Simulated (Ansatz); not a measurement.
# CF₃Te radical: basis-set convergence

Aim: see how fast density functionals converge with the basis set for CF₃Te radical.

The runs use Ansatz 0.2.0, Gaussian basis; one geometry, several basis sets.

The runs, in order: PBE0-D4/def2-SVP; ωB97M-V/def2-SVP; PBE0-D4/def2-QZVPP; ωB97M-V/def2-QZVPP; the functionals' def2-TZVPP values are taken from earlier runs.

1 further run of the same task is left out (for a known fault of the program).

## 1. The relaxed structure

All runs share one geometry, relaxed beforehand with PBE0-D4 in a triple-zeta def2 set. Te takes the def2 core potential; no spin-orbit term is included.

SMILES `FC(F)(F)[Te]`, 5 atoms, charge 0, spin multiplicity 2.

Atoms are counted from 1 here; the program's logs count them from 0.

Bond lengths: F1–C2 1.332 Å, C2–F3 1.332 Å, C2–F4 1.335 Å, C2–Te5 2.176 Å. Angles: F1–C2–F3 107.3°, F1–C2–F4 108.0°, F1–C2–Te5 112.3°, F3–C2–F4 108.0°, F3–C2–Te5 112.3°, F4–C2–Te5 108.9°.

## 2. PBE0-D4 in def2-SVP

The input, in.yaml:

```yaml
crystal:
  periodic: [false, false, false]
  atoms:
    - {symbol: F, position_ang: [-0.203275, -0.070174, 1.372800]}
    - {symbol: C, position_ang: [0.048100, -0.135595, 0.066373]}
    - {symbol: F, position_ang: [-0.512854, -1.254768, -0.388633]}
    - {symbol: F, position_ang: [1.369485, -0.242053, -0.094045]}
    - {symbol: Te, position_ang: [-0.651556, 1.628890, -0.997895]}
basis:
  gaussian: {orbitals: def2-SVP}
magnetization: {spin_polarized: true, initial_magnetization: 1}
hamiltonian: {xc: pbe0, dispersion: d4}
output: {orbitals: {seedname: orbitals}}
```

Run with:

```bash
ansatz run in.yaml --threads 4 --pin off --events-out ev --progress --plain --max-ram 10444MiB
```

After this run come: ωB97M-V in def2-SVP; PBE0-D4 in def2-QZVPP; ωB97M-V in def2-QZVPP.

Before running them: what should the planned runs give, taken together? Wanted: PBE0-D4: double and triple zeta above quadruple; ωB97M-V: double and triple zeta above quadruple.

As calculated:

| quantity | value |
| --- | --- |
| PBE0-D4: double and triple zeta above quadruple | 11.99, 0.50 eV |
| ωB97M-V: double and triple zeta above quadruple | 12.19, 0.48 eV |

**Reading.** For PBE0-D4 the step from double to triple zeta gains 11.48 eV and the next only 0.50 eV. These are total energies; as a rule much of such shifts cancels in differences, which this series doesn't test.
